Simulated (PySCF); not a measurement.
**Cu(AsH3)Me (CH₆AsCu): a look at the electrons**

For Cu(AsH3)Me (CH₆AsCu), the scripts below analyse its density (charges, bond critical points, surface potential) and see where an electron leaves and enters.

Program: PySCF 2.14.0. Level of theory: levels as typed in each script, gas phase, geometry from GFN2-xTB. These are calculated values, not measurements.

## (1) The system as given

9 atoms, charge 0, spin multiplicity 1.

Bond lengths: Cu1–As2 2.361 Å, Cu1–C6 1.977 Å, As2–H3 1.483 Å, As2–H4 1.483 Å, As2–H5 1.483 Å, C6–H7 1.094 Å, C6–H8 1.094 Å, C6–H9 1.094 Å. Angles: As2–Cu1–C6 178.8°, Cu1–As2–H3 122.5°, Cu1–As2–H4 125.5°, Cu1–As2–H5 122.0°, H3–As2–H4 92.7°, H3–As2–H5 92.6°, H4–As2–H5 92.7°, Cu1–C6–H7 113.7°, Cu1–C6–H8 113.7°, Cu1–C6–H9 113.5°, H7–C6–H8 105.0°, H7–C6–H9 105.0°, H8–C6–H9 105.0°.

As a file:

```xyz
9

Cu   -0.92337   -0.01236   -0.00028
As    1.43750    0.00166    0.00010
H     2.23113    0.53227   -1.13430
H     2.30482   -1.19307    0.13932
H     2.21945    0.77298    0.99582
C    -2.89998    0.01867    0.00046
H    -3.34687   -0.45731    0.87780
H    -3.34751   -0.49117   -0.85732
H    -3.32072    1.02783   -0.01907
```

## (2) Density, bond paths and surface potential (B3LYP/def2-tzvp)

The input, input.py:

```python
import numpy as np
from pyscf import gto, scf, dft
from pyscf.scf import atom_ks, atom_hf
from scipy.linalg import block_diag

def solve(mol, dm0=None, hcore=None):
    mf = (dft.UKS if mol.spin else dft.RKS)(mol, xc='b3lyp')
    mf.grids.level = 3
    mf = mf.density_fit(auxbasis='def2-universal-jkfit')
    mf.conv_tol, mf.max_cycle = 1e-8, 80
    if hcore is not None:
        mf.get_hcore = lambda *args: hcore
    mf.kernel(dm0)
    if not mf.converged:
        mf = mf.newton().run(mf.mo_coeff, mf.mo_occ, max_cycle=30)
    assert mf.converged, 'SCF not converged'
    return mf

mol = gto.M(atom='''
Cu    -0.92337    -0.01236    -0.00028
As     1.43750     0.00166     0.00010
H      2.23113     0.53227    -1.13430
H      2.30482    -1.19307     0.13932
H      2.21945     0.77298     0.99582
C     -2.89998     0.01867     0.00046
H     -3.34687    -0.45731     0.87780
H     -3.34751    -0.49117    -0.85732
H     -3.32072     1.02783    -0.01907
''', basis='def2-tzvp', charge=0, spin=0, verbose=4)
mf = solve(mol)
mf.analyze()
# spherically averaged free atoms, for the promolecule
atm = atom_ks.get_atm_nrks(mol, xc='b3lyp')
pro = block_diag(*[(atm[a[0]][2] * atm[a[0]][3]) @ atm[a[0]][2].T for a in mol._atom])
np.savez('result.npz', e=mf.e_tot, c=mf.mo_coeff, occ=mf.mo_occ, eps=mf.mo_energy, pro=pro, dip=mf.dip_moment(verbose=0), s2=mf.spin_square()[0])
```

Command:

```sh
$ OMP_NUM_THREADS=1 python input.py
```

## (4) Removing and adding an electron (PBE/def2-svpd)

The input, input.py:

```python
import numpy as np
from pyscf import gto, scf, dft
from pyscf.scf import atom_ks, atom_hf
from scipy.linalg import block_diag

def solve(mol, dm0=None, hcore=None):
    mf = (dft.UKS if mol.spin else dft.RKS)(mol, xc='pbe')
    mf.grids.level = 3
    mf = mf.density_fit(auxbasis='def2-universal-jkfit')
    mf.conv_tol, mf.max_cycle = 1e-8, 80
    if hcore is not None:
        mf.get_hcore = lambda *args: hcore
    mf.kernel(dm0)
    if not mf.converged:
        mf = mf.newton().run(mf.mo_coeff, mf.mo_occ, max_cycle=30)
    assert mf.converged, 'SCF not converged'
    return mf

mol = gto.M(atom='''
Cu    -0.92337    -0.01236    -0.00028
As     1.43750     0.00166     0.00010
H      2.23113     0.53227    -1.13430
H      2.30482    -1.19307     0.13932
H      2.21945     0.77298     0.99582
C     -2.89998     0.01867     0.00046
H     -3.34687    -0.45731     0.87780
H     -3.34751    -0.49117    -0.85732
H     -3.32072     1.02783    -0.01907
''', basis='def2-svpd', charge=0, spin=0, verbose=4)
mf = solve(mol)
out = dict(e0=mf.e_tot, dm0=mf.make_rdm1(), c=mf.mo_coeff, occ=mf.mo_occ, eps=mf.mo_energy)
for name, dq, spin in [('cation', 1, 1), ('anion', -1, 1)]:
    ion = mol.copy().set(charge=mol.charge + dq, spin=spin).build()
    mi = solve(ion)
    if spin and dq > 0 and mol.nao < 130:
        c, _, stable, _ = mi.stability(return_status=True)
        if not stable:
            mi = solve(ion, mi.make_rdm1(c, mi.mo_occ))
    print(name, 'vertical energy change / eV', (mi.e_tot - mf.e_tot) * 27.211386)
    out.update({'e_' + name: mi.e_tot, 'dm_' + name: mi.make_rdm1(), 's2_' + name: mi.spin_square()[0], 'eps_' + name: mi.mo_energy, 'occ_' + name: mi.mo_occ})
# spherically averaged free atoms, for the promolecule
atm = atom_ks.get_atm_nrks(mol, xc='pbe')
pro = block_diag(*[(atm[a[0]][2] * atm[a[0]][3]) @ atm[a[0]][2].T for a in mol._atom])
np.savez('result.npz', pro=pro, **out)
```

(Steps that only read results are left out.)

What does the calculation give? Wanted: dipole moment; HOMO, LUMO; vertical ionisation energy.

**Answer**, as computed:

| quantity | value |
| --- | --- |
| dipole moment (B3LYP/def2-tzvp) | 5.12 D |
| HOMO, LUMO (B3LYP/def2-tzvp) | -5.76, -0.71 eV |
| vertical ionisation energy (PBE/def2-svpd) | 7.99 eV |

In words: At B3LYP/def2-tzvp: The highest Hirshfeld charge is on As2 (+0.21 e), the lowest on C6 (−0.30 e). The ionisation energy from two SCF runs, 7.99 eV, lies 3.1 eV above −ε(HOMO) = 4.85 eV of the same level, PBE/def2-svpd, since self-interaction lifts this functional's HOMO. The geometry was not optimised at these levels.
